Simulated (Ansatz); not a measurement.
# C2H6AlO (charge +1): two geometries relaxed, part 2 of 2

Are the two ends of the shift of H8 from O3 to C2 separate minima, and which lies lower? Each is relaxed from a guess. SMILES of the start: C[C](=[OH+])[AlH2].

Ansatz 0.2.0; RKS BHLYP-D4/def2-mTZVP. Earlier steps stand in the parts before.

### 3 End point B

The second end starts from a geometry with the move made by hand.

input.yaml

```yaml
crystal:
  periodic: [false, false, false]
  atoms:
    - { symbol: C, position_ang: [-0.76268, -0.13186, -1.18727] }
    - { symbol: C, position_ang: [0.10676, -0.44947, -0.06463] }
    - { symbol: O, position_ang: [0.55569, -1.63677, 0.01385] }
    - { symbol: Al, position_ang: [0.55227, 1.05227, 1.32835] }
    - { symbol: H, position_ang: [-0.33521, 0.72699, -1.72435] }
    - { symbol: H, position_ang: [-1.70687, 0.26879, -0.79118] }
    - { symbol: H, position_ang: [-0.9436, -0.96775, -1.86339] }
    - { symbol: H, position_ang: [0.76977, -0.74588, 0.74817] }
    - { symbol: H, position_ang: [-0.08575, 2.41247, 1.05653] }
    - { symbol: H, position_ang: [1.47933, 0.5488, 2.45] }
total_charge: 1
basis:
  gaussian: { orbitals: def2-mTZVP }
hamiltonian:
  xc: { name: BHLYP }
  dispersion: d4
relax:
  f_tol: 0.02
  max_steps: 50
```

On the command line:

```sh
> ansatz run input.yaml --threads 2 --pin off --max-ram 3072MiB --backend cpu --events-out ev --progress --plain --runs-dir out
```

The program printed:

```text
Warning: RAYON_NUM_THREADS=2 ignored (pool sized by the plan → 2); use --threads N
The last accepted step is kept in <dir> (removed where the run ends without a failure and the disk answers)
Engine: ansatz 0.2.0, aarch64-unknown-linux-gnu
Functional definition: BHLYP
  parameter a = 0.5
  exchange = (1 - a)*b88_x + a*exact_x
  correlation = lyp_c
1032 factors; integrals over basis functions are off by at most 5.3e-4 eV
mean field evaluation 1: about -10793.5028 eV, gradient 6.7e1 eV
mean field evaluation 2: about -10787.1901 eV, gradient 8.9e1 eV
mean field evaluation 4: about -10802.3485 eV, gradient 3.8e0 eV
mean field evaluation 8: about -10802.5418 eV, gradient 2.7e-1 eV
mean field evaluation 16: about -10802.5420 eV, gradient 8.9e-5 eV
mean field -10802.54199949 eV, -396.9860962554 hartree, gradient 2.8e-5 eV, S^2 0.000000; 0 other end points of the search recorded, 0 dependent functions left out
the calculation of the forces begins
reference -10802.54216981 eV, -396.9861025144 hartree; 19, 19 occupied and 83, 83 virtual orbitals, 1032 factors
relax step   1: F+E_penalty+E_count = -10802.70623693 eV  Δ(F+E_penalty+E_count) = +0.000e0 eV  max|allowed force component| = 4.442e0 eV/Å  Δτ_max = 0.0000 Å  (29 SCF iters, accepted)
these checks for a lower state are left out or cut short: starts, cluster_reference, orbital_swaps, neighbouring_geometries, increment
1032 factors; integrals over basis functions are off by at most 5.3e-4 eV
mean field -10803.11032229 eV, -397.0069817330 hartree, gradient 4.8e-5 eV, S^2 0.000000; 0 other end points of the search recorded, 0 dependent functions left out
the calculation of the forces begins
reference -10803.11049337 eV, -397.0069880201 hartree; 19, 19 occupied and 83, 83 virtual orbitals, 1032 factors
relax step   2: F+E_penalty+E_count = -10803.27486905 eV  Δ(F+E_penalty+E_count) = -5.686e-1 eV  max|allowed force component| = 2.542e0 eV/Å  Δτ_max = 0.1420 Å  (35 SCF iters, accepted)
these checks for a lower state are left out or cut short: starts, cluster_reference, orbital_swaps, neighbouring_geometries, increment
1032 factors; integrals over basis functions are off by at most 5.2e-4 eV
mean field evaluation 32: about -10803.7606 eV, gradient 1.0e-5 eV
mean field -10803.76059117 eV, -397.0308786736 hartree, gradient 4.5e-5 eV, S^2 0.000000; 0 other end points of the search recorded, 0 dependent functions left out
the calculation of the forces begins
reference -10803.76076403 eV, -397.0308850260 hartree; 19, 19 occupied and 83, 83 virtual orbitals, 1032 factors
relax step   3: F+E_penalty+E_count = -10803.92956438 eV  Δ(F+E_penalty+E_count) = -6.547e-1 eV  max|allowed force component| = 4.097e0 eV/Å  Δτ_max = 0.1889 Å  (33 SCF iters, accepted)
these checks for a lower state are left out or cut short: starts, cluster_reference, orbital_swaps, neighbouring_geometries, increment
1032 factors; integrals over basis functions are off by at most 5.5e-4 eV
mean field -10804.81860604 eV, -397.0697600028 hartree, gradient 4.7e-5 eV, S^2 0.000000; 0 other end points of the search recorded, 0 dependent functions left out
the calculation of the forces begins
reference -10804.81878017 eV, -397.0697664022 hartree; 19, 19 occupied and 83, 83 virtual orbitals, 1032 factors
relax step   4: F+E_penalty+E_count = -10804.98769725 eV  Δ(F+E_penalty+E_count) = -1.058e0 eV  max|allowed force component| = 4.244e0 eV/Å  Δτ_max = 0.1954 Å  (32 SCF iters, accepted)
these checks for a lower state are left out or cut short: starts, cluster_reference, orbital_swaps, neighbouring_geometries, increment
1032 factors; integrals over basis functions are off by at most 6.3e-4 eV
mean field -10805.76147928 eV, -397.1044099553 hartree, gradient 4.0e-5 eV, S^2 0.000000; 0 other end points of the search recorded, 0 dependent functions left out
the calculation of the forces begins
reference -10805.76165502 eV, -397.1044164136 hartree; 19, 19 occupied and 83, 83 virtual orbitals, 1032 factors
relax step   5: F+E_penalty+E_count = -10805.93040946 eV  Δ(F+E_penalty+E_count) = -9.427e-1 eV  max|allowed force component| = 3.054e0 eV/Å  Δτ_max = 0.1950 Å  (32 SCF iters, accepted)
these checks for a lower state are left out or cut short: starts, cluster_reference, orbital_swaps, neighbouring_geometries, increment
1032 factors; integrals over basis functions are off by at most 6.7e-4 eV
mean field -10806.12085818 eV, -397.1176168863 hartree, gradient 3.7e-5 eV, S^2 0.000000; 0 other end points of the search recorded, 0 dependent functions left out
the calculation of the forces begins
reference -10806.12103465 eV, -397.1176233714 hartree; 19, 19 occupied and 83, 83 virtual orbitals, 1032 factors
relax step   6: F+E_penalty+E_count = -10806.28869761 eV  Δ(F+E_penalty+E_count) = -3.583e-1 eV  max|allowed force component| = 1.732e0 eV/Å  Δτ_max = 0.1992 Å  (33 SCF iters, accepted)
these checks for a lower state are left out or cut short: starts, cluster_reference, orbital_swaps, neighbouring_geometries, increment
1032 factors; integrals over basis functions are off by at most 6.9e-4 eV
mean field -10806.25495555 eV, -397.1225448736 hartree, gradient 3.7e-5 eV, S^2 0.000000; 0 other end points of the search recorded, 0 dependent functions left out
the calculation of the forces begins
reference -10806.25513033 eV, -397.1225512969 hartree; 19, 19 occupied and 83, 83 virtual orbitals, 1032 factors
relax step   7: F+E_penalty+E_count = -10806.42376635 eV  Δ(F+E_penalty+E_count) = -1.351e-1 eV  max|allowed force component| = 1.137e0 eV/Å  Δτ_max = 0.1567 Å  (33 SCF iters, accepted)
these checks for a lower state are left out or cut short: starts, cluster_reference, orbital_swaps, neighbouring_geometries, increment
1032 factors; integrals over basis functions are off by at most 6.4e-4 eV
mean field evaluation 64: about -10806.2755 eV, gradient 6.9e-1 eV
mean field -10806.27643031 eV, -397.1233340567 hartree, gradient 3.9e-5 eV, S^2 0.000000; 0 other end points of the search recorded, 0 dependent functions left out
the calculation of the forces begins
reference -10806.27660568 eV, -397.1233405015 hartree; 19, 19 occupied and 83, 83 virtual orbitals, 1032 factors
relax step   8: F+E_penalty+E_count = -10806.44613231 eV  Δ(F+E_penalty+E_count) = -2.237e-2 eV  max|allowed force component| = 8.442e-1 eV/Å  Δτ_max = 0.1719 Å  (33 SCF iters, accepted)
these checks for a lower state are left out or cut short: starts, cluster_reference, orbital_swaps, neighbouring_geometries, increment
1032 factors; integrals over basis functions are off by at most 6.6e-4 eV
mean field -10806.35166288 eV, -397.1260988027 hartree, gradient 3.9e-5 eV, S^2 0.000000; 0 other end points of the search recorded, 0 dependent functions left out
the calculation of the forces begins
reference -10806.35183935 eV, -397.1261052877 hartree; 19, 19 occupied and 83, 83 virtual orbitals, 1032 factors
relax step   9: F+E_penalty+E_count = -10806.52050521 eV  Δ(F+E_penalty+E_count) = -7.437e-2 eV  max|allowed force component| = 4.907e-1 eV/Å  Δτ_max = 0.1411 Å  (34 SCF iters, accepted)
these checks for a lower state are left out or cut short: starts, cluster_reference, orbital_swaps, neighbouring_geometries, increment
1032 factors; integrals over basis functions are off by at most 6.6e-4 eV
mean field -10806.36683354 eV, -397.1266563142 hartree, gradient 3.6e-5 eV, S^2 0.000000; 0 other end points of the search recorded, 0 dependent functions left out
the calculation of the forces begins
reference -10806.36700970 eV, -397.1266627878 hartree; 19, 19 occupied and 83, 83 virtual orbitals, 1032 factors
relax step  10: F+E_penalty+E_count = -10806.53611946 eV  Δ(F+E_penalty+E_count) = -1.561e-2 eV  max|allowed force component| = 1.564e-1 eV/Å  Δτ_max = 0.0552 Å  (34 SCF iters, accepted)
these checks for a lower state are left out or cut short: starts, cluster_reference, orbital_swaps, neighbouring_geometries, increment
1032 factors; integrals over basis functions are off by at most 6.6e-4 eV
mean field -10806.36767395 eV, -397.1266871987 hartree, gradient 2.9e-5 eV, S^2 0.000000; 0 other end points of the search recorded, 0 dependent functions left out
the calculation of the forces begins
reference -10806.36785010 eV, -397.1266936720 hartree; 19, 19 occupied and 83, 83 virtual orbitals, 1032 factors
relax step  11: F+E_penalty+E_count = -10806.53696079 eV  Δ(F+E_penalty+E_count) = -8.413e-4 eV  max|allowed force component| = 8.182e-2 eV/Å  Δτ_max = 0.0268 Å  (27 SCF iters, accepted)
these checks for a lower state are left out or cut short: starts, cluster_reference, orbital_swaps, neighbouring_geometries, increment
1032 factors; integrals over basis functions are off by at most 6.6e-4 eV
mean field -10806.36799176 eV, -397.1266988780 hartree, gradient 1.5e-5 eV, S^2 0.000000; 0 other end points of the search recorded, 0 dependent functions left out
the calculation of the forces begins
reference -10806.36816795 eV, -397.1267053528 hartree; 19, 19 occupied and 83, 83 virtual orbitals, 1032 factors
relax step  12: F+E_penalty+E_count = -10806.53721611 eV  Δ(F+E_penalty+E_count) = -2.553e-4 eV  max|allowed force component| = 3.075e-2 eV/Å  Δτ_max = 0.0044 Å  (26 SCF iters, accepted)
these checks for a lower state are left out or cut short: starts, cluster_reference, orbital_swaps, neighbouring_geometries, increment
1032 factors; integrals over basis functions are off by at most 6.6e-4 eV
mean field evaluation 96: about -10806.3678 eV, gradient 2.6e-1 eV
mean field -10806.36807959 eV, -397.1267021056 hartree, gradient 1.6e-5 eV, S^2 0.000000; 0 other end points of the search recorded, 0 dependent functions left out
the calculation of the forces begins
reference -10806.36825582 eV, -397.1267085818 hartree; 19, 19 occupied and 83, 83 virtual orbitals, 1032 factors
relax step  13: F+E_penalty+E_count = -10806.53727068 eV  Δ(F+E_penalty+E_count) = -5.457e-5 eV  max|allowed force component| = 9.025e-3 eV/Å  Δτ_max = 0.0083 Å  (26 SCF iters, accepted)
1032 factors; integrals over basis functions are off by at most 6.6e-4 eV
mean field -10806.36807959 eV, -397.1267021056 hartree, gradient 1.6e-5 eV, S^2 0.000000; 1 other end points of the search recorded, 0 dependent functions left out
the calculation of the forces begins
reference -10806.36825582 eV, -397.1267085818 hartree; 19, 19 occupied and 83, 83 virtual orbitals, 1032 factors
Total energy: -10806.53744691 eV, -397.1329262397 hartree
Atom 0 at    -0.798371    -0.088512    -1.221021 Å, force    -0.003509    -0.003201    -0.007544 eV/Å
Atom 1 at     0.054149    -0.257671    -0.049136 Å, force     0.003429     0.006898     0.009025 eV/Å
Atom 2 at     0.537887    -1.424279     0.085869 Å, force    -0.003788    -0.000412    -0.006371 eV/Å
Atom 3 at     0.506414     1.228816     1.351876 Å, force     0.001577    -0.004115     0.000182 eV/Å
Atom 4 at    -0.397783     0.723200    -1.827255 Å, force     0.001511     0.000528     0.001779 eV/Å
Atom 5 at    -1.773796     0.269067    -0.893599 Å, force     0.001104    -0.000373     0.002436 eV/Å
Atom 6 at    -0.899735    -0.988942    -1.809463 Å, force    -0.000895    -0.002215    -0.001936 eV/Å
Atom 7 at     1.103934    -1.536511     0.862650 Å, force     0.002653    -0.000516     0.003849 eV/Å
Atom 8 at    -0.148167     2.603282     1.075525 Å, force    -0.000238     0.002570     0.000421 eV/Å
Atom 9 at     1.445179     0.549141     2.390633 Å, force    -0.001845     0.000837    -0.001841 eV/Å
Dipole moment:     0.062382     0.055311     0.118132 e Å
```

Wall time 33 s (2 threads of Arm Neoverse V1, shared host); peak memory 0.2 GiB.

The steps of the relaxation:

```
step  energy from step 1 (eV)  largest force component (eV/Å)
   1                   0.0000                          4.4418
   2                  -0.5686                          2.5415
   3                  -1.2233                          4.0971
   4                  -2.2815                          4.2442
   5                  -3.2242                          3.0540
   6                  -3.5825                          1.7318
   7                  -3.7175                          1.1372
   8                  -3.7399                          0.8442
   9                  -3.8143                          0.4907
  10                  -3.8299                          0.1564
  11                  -3.8307                          0.0818
  12                  -3.8310                          0.0308
  13                  -3.8310                          0.0090
```

Step 1 is the start.

After: Bond lengths: C1–C2 1.459 Å, C2–O3 1.270 Å, C2–Al4 2.092 Å, C1–H5 1.089 Å, C1–H6 1.089 Å, C1–H7 1.080 Å, O3–H8 0.968 Å, Al4–H9 1.547 Å, Al4–H10 1.556 Å. Angles: C1–C2–O3 114.5°, C1–C2–Al4 125.6°, O3–C2–Al4 119.9°, C2–C1–H5 108.6°, C2–C1–H6 108.7°, C2–C1–H7 113.3°, H5–C1–H6 104.6°, H5–C1–H7 110.6°, H6–C1–H7 110.7°, C2–O3–H8 114.5°, C2–Al4–H9 114.8°, C2–Al4–H10 105.5°, H9–Al4–H10 139.7°.

Pairs that crossed the distance rule for bonds on the way: came closer O3–H8; moved apart C2–H8.

### 4 Results

What follows sums up all 2 parts.

```
                           quantity                     value
                              end A   5 moves, 0.064 eV lower
                              end B  12 moves, 3.831 eV lower
largest difference between the ends                    0.01 Å
            end B relative to end A                 -0.000 eV
```

In words: Both starts fell into the same minimum (no atom differs by more than 0.01 Å), so from this start no second minimum was found and no band was run; another arrangement could still be one.
